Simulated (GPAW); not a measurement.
Pd3I:

```xyz
4
Lattice="-2.1469 2.1469 3.8759 2.1469 -2.1469 3.8759 2.1469 2.1469 -3.8759" Properties=species:S:1:pos:R:3 pbc="T T T"
I     0.0000    0.0000    0.0000
Pd    0.0000    0.0000    3.8759
Pd    2.1469    0.0000    1.9380
Pd    0.0000    2.1469    1.9380
```

The cell comes from a database or a generator and needn't be the stable form of this composition.

Base run:

```yaml
Program: GPAW 26.7.0
Functional: RPBE
Potentials_or_basis: the program's PAW data sets (release 1.2.1) made for this functional
Cutoff: 600 eV
Basis: pw
k_mesh: 9 × 9 × 9
Occupations: gaussian, width 0.1 eV
Spin: no spin polarisation
```

Its results: band gap on the k mesh none (metal or under the smearing width); pressure 4.2 GPa.

The run is repeated on the same cell with these changes: functional from RPBE to LDA. What comes out?

Band gap on the k mesh none (metal or under the smearing width); pressure -9.7 GPa.

LDA binds more tightly than RPBE, so the same cell stands under less pressure.

Caveats: an odd number of electrons without spin polarisation forces a metal; a magnetic or distorted state may lie lower.
